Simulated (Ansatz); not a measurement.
**YbSe: how the settings move a relaxation**

Aim: see which settings change the result for YbSe, by how much, and at what cost.

Computed with Ansatz 0.2.0 (reference: DFT, PBEsol, PAW with Ansatz's default frozen-core files, scalar-relativistic, unless a step's input says otherwise).

## (1) The structure to begin with

Symmetry: P1, No. 1, triclinic system. The conventional cell has a = 4.149 Å, b = 4.149 Å, c = 4.149 Å, α = 60.00°, β = 60.00°, γ = 60.00°. Around Yb (site symmetry 1) lie 6 Se at 2.87 to 2.99 Å. Se (site symmetry 1) is surrounded by 6 Yb at 2.87 to 2.99 Å.

Cell or atoms stand a little off a more symmetric structure (Fm-3m at a tolerance of 0.3 Å), so results at this geometry aren't those of that ideal crystal.

As a file:

```cif
data_structure
_symmetry_space_group_name_H-M 'P 1'
_symmetry_Int_Tables_number 1
_cell_length_a 4.1486
_cell_length_b 4.1486
_cell_length_c 4.1486
_cell_angle_alpha 60.000
_cell_angle_beta 60.000
_cell_angle_gamma 60.000
_cell_volume 50.49
loop_
_atom_site_label
_atom_site_type_symbol
_atom_site_fract_x
_atom_site_fract_y
_atom_site_fract_z
_atom_site_occupancy
Yb1 Yb 0.98587 0.01381 0.00332 1
Se1 Se 0.51107 0.50187 0.49469 1
```

## (2) The reference run

The input, input.yaml:

```yaml
crystal:
  lattice:
    - [0.0, 2.9335, 2.9335]
    - [2.9335, 0.0, 2.9335]
    - [2.9335, 2.9335, 0.0]
  atoms:
    - { symbol: Yb, position: [-0.01412873, 0.01380861, 0.00331706] }
    - { symbol: Se, position: [0.51107063, 0.50187155, 0.49468844] }
kpoints:
  mp_grid: { grid: [7, 7, 7] }
scf:
  occupations: { method: fermi_dirac, width: 0.05 }
hamiltonian:
  xc: pbesol
  pseudopotentials: { kind: paw }
output:
  forces: true
  stress: true
  efg: { contact_densities: true }
relax:
  f_tol: 0.01
  max_steps: 80
```

Started as:

```
> ansatz run input.yaml --threads 1 --pin off --max-ram 3072MiB --backend cpu --events-out ev --progress --plain --runs-dir out
```

## (3) Changing settings: ecutwfc 550 eV

Changes to input.yaml since step 2:

```diff
@@ -22 +22,3 @@
   max_steps: 80
+basis:
+  ecutwfc: "550 eV"
```

**Question.** What will these runs give? Wanted: for each run, ending; energy change; pressure; gap; force.

**Answer**, as computed:

| run | ending | energy change | pressure (GPa) | gap (eV) | force (eV/Å) | cycles | time |
| --- | --- | --- | --- | --- | --- | --- | --- |
| reference | converged | 0 | -3.5 | 0.00 | 0.00 | 26 | 65 s |
| 1: ecutwfc 550 eV | converged | -1.0 meV/atom | -3.5 | 0.00 | 0.00 | 26 | 2 min |

What this shows: Changing the cutoff moves the energy by -1.0 meV/atom. Cost: 2 min against 65 s.
